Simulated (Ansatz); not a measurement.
# Ti: an axial (c/a) deformation path

One table from this session's results is given with a row withheld; the runs are named, their logs left out.

Computed with Ansatz 0.2.0 (DFT PBE, scalar-relativistic, plane waves, PAW, unless a step's input says otherwise).

## The starting structure

Symmetry: P6_3/mmc, No. 194, hexagonal system. Conventional cell: a = 2.950 Å, b = 2.950 Å, c = 4.686 Å, α = 90.00°, β = 90.00°, γ = 120.00°. Ti (site symmetry -6m2) is surrounded by 12 Ti at 2.90 to 2.95 Å.

As a file:

```xyz
2
Lattice="2.9500 0.0000 0.0000 -1.4750 2.5548 0.0000 0.0000 0.0000 4.6860" Properties=species:S:1:pos:R:3 pbc="T T T"
Ti    0.0000    1.7032    1.1715
Ti    1.4750    0.8516    3.5145
```

No relaxation comes first: the listed cell is the starting point.

## The reference cell

The reference gives a free energy of -4999.3423 eV, pressure -1.63 GPa, largest force 0.000 eV/Å and gap on the mesh none (metal). It was computed beforehand with the settings of the runs below.

Set-up of the first run:

At fixed volume and fractional coordinates, lengths along (0.000, 0.000, 1.000) are scaled against those across it; ρ is that ratio over its starting value.

The input, input.yaml:

```yaml
crystal:
  lattice:
    - [3.1142159576, 0.0, 0.0]
    - [-1.5571079788, 2.6969901322, 0.0]
    - [0.0, 0.0, 4.2048279924]
  atoms:
    - { symbol: Ti, position: [0.3333333333, 0.6666666667, 0.25] }
    - { symbol: Ti, position: [0.6666666667, 0.3333333333, 0.75] }
basis:
  ecutwfc: 420
kpoints:
  mp_grid: { grid: [24, 24, 12] }
hamiltonian:
  xc: pbe
scf:
  occupations: { method: gaussian, width: 0.15 }
output:
  forces: true
  stress: true
  eigenvalues: true
```

Launch:

```console
$ ansatz run input.yaml --threads 1 --pin off --max-ram 2560MiB --backend cpu --events-out ev --progress --plain --runs-dir out
```

Steps of the session up to this table: At ρ = 0.850; At ρ = 1.200; Point ρ = 0.920; ρ = 1.100; Point ρ = 0.960; At ρ = 1.050; ρ = 0.800; At ρ = 1.300.

One of the session's tables, all rows but one given; the rest of the session is left out.

It belongs to the step «The scan collected». The scan, with free energies counted from the undisturbed cell:

| ρ | ΔE (meV/atom) | pressure (GPa) |
| --- | --- | --- |
| 0.800 | 154.1 | -0.2 |
| 0.850 | 87.9 | -0.8 |
| 0.920 | ? | ? |
| 0.960 | 5.3 | -1.5 |
| 1.000 | 0.0 | -1.6 |
| 1.050 | 10.9 | -1.6 |
| 1.100 | 37.8 | -1.5 |
| 1.200 | 120.8 | -1.4 |
| 1.300 | 219.4 | -0.8 |

Estimate the missing values for ρ = 0.920.

Worked estimate for «ΔE (meV/atom)». A straight line through the neighbours (0.850, 87.9) and (0.960, 5.3) gives 87.9 + (5.3 − 87.9) × (0.920 − 0.850) / (0.960 − 0.850) = 35.3; a parabola fitted to 4 rows on both sides gives 25.0.

As computed: ΔE (meV/atom): 24.3; pressure (GPa): -1.3. In «ΔE (meV/atom)» the line misses by +11.0 and the parabola by +0.7.
